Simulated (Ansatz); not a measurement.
# One shape, several levels: doublet C2H7NSi+

We compute a comparison of 4 runs (UB2PLYP/cc-pVDZ, UPBE-QIDH/cc-pVDZ, RPA@PBE/cc-pVDZ, UCCSD(T)/cc-pVDZ) of doublet C2H7NSi+. 

The calculation is run with Ansatz 0.2.0.

62 further runs of the same task are left out: 62 set aside as unsound or not needed.

## Step 1: Starting point

C2H7NSi+: 11 atoms, total charge +1, spin state doublet. As SMILES of the parent species, `C=C[SiH2]N`. Geometry: relaxed at PBE0-D4/def2-TZVP. That shape belongs to the parent species and isn't relaxed for this state.

Bond lengths: C1–C2 1.330 Å, C2–Si3 1.865 Å, Si3–N4 1.715 Å, C1–H5 1.087 Å, C1–H6 1.087 Å, C2–H7 1.091 Å, Si3–H8 1.488 Å, Si3–H9 1.488 Å, N4–H10 1.006 Å, N4–H11 1.006 Å. Some angles: C1–C2–Si3 123.1°, C2–Si3–N4 114.9°, C1–C2–H7 118.1°, Si3–C2–H7 118.8°, C2–C1–H5 122.6°, C2–C1–H6 121.2°, C2–Si3–H8 108.4°, C2–Si3–H9 108.4°, N4–Si3–H8 107.9°, N4–Si3–H9 108.0°.

## Step 2: The energy at UB2PLYP/cc-pVDZ (run 1)

Contents of run.yaml:

```yaml
crystal:
  periodic: [false, false, false]
  atoms:
    - symbol: C
      position_ang: [-0.676100, 1.337000, -0.945000]
    - symbol: C
      position_ang: [0.089300, 1.208600, 0.135100]
    - symbol: Si
      position_ang: [0.596500, -0.444500, 0.832600]
    - symbol: "N"
      position_ang: [0.002900, -1.803700, -0.028600]
    - symbol: H
      position_ang: [-0.967100, 2.304600, -1.344700]
    - symbol: H
      position_ang: [-1.046800, 0.465600, -1.479100]
    - symbol: H
      position_ang: [0.433000, 2.116700, 0.631600]
    - symbol: H
      position_ang: [0.099500, -0.536600, 2.232600]
    - symbol: H
      position_ang: [2.083200, -0.516700, 0.836000]
    - symbol: H
      position_ang: [0.404900, -2.086000, -0.906300]
    - symbol: H
      position_ang: [-0.953800, -2.102100, 0.056300]
basis:
  gaussian:
    orbitals: cc-pVDZ
total_charge: 1
magnetization:
  spin_polarized: true
  initial_magnetization: 1
hamiltonian:
  xc: {name: B2PLYP}
correlation:
  frozen_orbitals: {C: 1, H: 0, "N": 1, Si: 5}
accuracy: high
output: {orbitals: {seedname: orbitals}}
```

The run is started by

```sh
ansatz run run.yaml --threads 1 --pin off --max-ram 3480MiB --events-out events.jsonl --progress --plain --runs-dir runs
```

Standard output:

```text
Warning: RAYON_NUM_THREADS=1 ignored (pool sized by the plan → 1); use --threads N
Functional definition: B2PLYP
  name "B2PLYP"
  parameter a = 0.53
  parameter c = 0.27
  exchange = (1 - a)*b88_x + a*exact_x
  correlation = (1 - c)*lyp_c + c*(mp2_os + mp2_ss)
2292 factors; integrals over basis functions are off by at most 3.8e-9 eV
mean field evaluation 1: about -11521.7515 eV, gradient 4.9e1 eV
mean field evaluation 2: about -11521.8565 eV, gradient 4.9e1 eV
mean field evaluation 4: about -11531.4123 eV, gradient 2.0e1 eV
mean field evaluation 8: about -11533.6888 eV, gradient 5.9e-1 eV
mean field evaluation 16: about -11533.7115 eV, gradient 5.7e-3 eV
mean field evaluation 32: about -11534.0139 eV, gradient 3.7e-5 eV
mean field -11534.01385144 eV, -423.8671910050 hartree, gradient 2.6e-8 eV, S^2 0.764272; 4 other end points of the search recorded, 0 dependent functions left out
8 core orbitals not correlated: weight in the atoms' cores, before any rotation towards them, 1.000 or more for the frozen orbitals, at most 0.000 for the correlated occupied ones
reference -11534.01387815 eV, -423.8671919865 hartree; 12, 11 occupied and 75, 76 virtual orbitals, 2292 factors
second order -17.09635569 eV of doubles, -0.00000000 eV of singles
Total energy: -11538.62989418 eV, -424.0368274470 hartree
```

Wall time 27 s (1 thread of Arm Neoverse V2, shared host); peak memory 0.55 GiB.

## Step 3: The energy at UPBE-QIDH/cc-pVDZ (run 2)

Contents of molecule.yaml:

```yaml
crystal:
  periodic: [false, false, false]
  atoms:
    - {symbol: C, position_ang: [-0.676100, 1.337000, -0.945000]}
    - {symbol: C, position_ang: [0.089300, 1.208600, 0.135100]}
    - {symbol: Si, position_ang: [0.596500, -0.444500, 0.832600]}
    - {symbol: N, position_ang: [0.002900, -1.803700, -0.028600]}
    - {symbol: H, position_ang: [-0.967100, 2.304600, -1.344700]}
    - {symbol: H, position_ang: [-1.046800, 0.465600, -1.479100]}
    - {symbol: H, position_ang: [0.433000, 2.116700, 0.631600]}
    - {symbol: H, position_ang: [0.099500, -0.536600, 2.232600]}
    - {symbol: H, position_ang: [2.083200, -0.516700, 0.836000]}
    - {symbol: H, position_ang: [0.404900, -2.086000, -0.906300]}
    - {symbol: H, position_ang: [-0.953800, -2.102100, 0.056300]}
basis:
  gaussian: {orbitals: cc-pVDZ}
total_charge: 1
magnetization: {spin_polarized: true, initial_magnetization: 1}
hamiltonian: {xc: {name: PBE-QIDH}}
correlation: {frozen_orbitals: {C: 1, H: 0, "N": 1, Si: 5}}
accuracy: high
output: {orbitals: {seedname: orbitals}}
```

The run is started by

```sh
ansatz run molecule.yaml --threads 1 --pin off --max-ram 3480MiB --events-out events.jsonl --progress --plain --runs-dir runs
```

Standard output, shortened:

```text
Warning: RAYON_NUM_THREADS=1 ignored (pool sized by the plan → 1); use --threads N
Functional definition: PBE-QIDH
  name "PBE-QIDH"
[...]
2292 factors; integrals over basis functions are off by at most 3.8e-9 eV
[...]
mean field -11529.13850074 eV, -423.6880251713 hartree, gradient 2.5e-8 eV, S^2 0.763999; 8 other end points of the search recorded, 0 dependent functions left out
8 core orbitals not correlated: weight in the atoms' cores, before any rotation towards them, 1.000 or more for the frozen orbitals, at most 0.000 for the correlated occupied ones
reference -11529.13850185 eV, -423.6880252123 hartree; 12, 11 occupied and 75, 76 virtual orbitals, 2292 factors
second order -15.55578583 eV of doubles, -0.00000000 eV of singles
Total energy: -11534.32376379 eV, -423.8785800740 hartree
```

Run time: 47 s. Hardware: 1 thread of Arm Neoverse V2, shared host; peak memory 0.49 GiB.

Run 3 isn't shown in full; the table further down has it.

## Step 4: A single-point energy at UCCSD(T)/cc-pVDZ (run 4)

Edit molecule.yaml of step 3 so:

```diff
@@ -6,3 +6,3 @@
     - {symbol: Si, position_ang: [0.596500, -0.444500, 0.832600]}
-    - {symbol: N, position_ang: [0.002900, -1.803700, -0.028600]}
+    - {symbol: "N", position_ang: [0.002900, -1.803700, -0.028600]}
     - {symbol: H, position_ang: [-0.967100, 2.304600, -1.344700]}
@@ -15,8 +15,13 @@
 basis:
-  gaussian: {orbitals: cc-pVDZ}
+  gaussian:
+    orbitals: cc-pVDZ
 total_charge: 1
-magnetization: {spin_polarized: true, initial_magnetization: 1}
-hamiltonian: {xc: {name: PBE-QIDH}}
-correlation: {frozen_orbitals: {C: 1, H: 0, "N": 1, Si: 5}}
+magnetization:
+  spin_polarized: true
+  initial_magnetization: 1
+correlation:
+  method: ccsd_t
+  frozen_orbitals: {C: 1, H: 0, "N": 1, Si: 5}
 accuracy: high
-output: {orbitals: {seedname: orbitals}}
+scf:
+  omitted_lower_state_checks: [cluster_reference, increment]
```

The run is started by

```sh
ansatz run molecule.yaml --threads 1 --pin off --max-ram 3480MiB --events-out events.jsonl --progress --plain --runs-dir runs
```

Standard output:

```text
Warning: RAYON_NUM_THREADS=1 ignored (pool sized by the plan → 1); use --threads N
[... 14 lines left out ...]
8 core orbitals not correlated: weight in the atoms' cores, before any rotation towards them, 1.000 or more for the frozen orbitals, at most 0.000 for the correlated occupied ones
[... 35 lines left out ...]
Total energy: -11523.09510024 eV, -423.4659342995 hartree
Checks for a lower state left out: cluster_reference, increment
```

Wall time 1.9 min (1 thread of Arm Neoverse V2, shared host); peak memory 1.3 GiB.

## Step 5: Overview of the runs

| run | level | energy (Eh) | ⟨S²⟩ | wall time |
| --- | --- | --- | --- | --- |
| 1 | UB2PLYP/cc-pVDZ | -424.036827 | 0.764 | 27 s |
| 2 | UPBE-QIDH/cc-pVDZ | -423.878580 | 0.764 | 47 s |
| 3 | RPA@PBE/cc-pVDZ | -423.739582 | 0.753 | 42 s |
| 4 | UCCSD(T)/cc-pVDZ | -423.465934 | 0.786 | 1.9 min |

## Step 6: Summary of results

```
                                          quantity          value
                               run 4: total energy  -423.46593 Eh
run 4: correlation energy (8 core orbitals frozen)     -576.2 mEh
                             run 4: (T) correction     -17.99 mEh
          run 4: ⟨S²⟩ of the reference determinant          0.786
                              run 4: T1 diagnostic          0.037
```

What this shows: Totals of different functionals can't be ranked against each other. All runs together took 3.8 min, the longest 1.9 min.
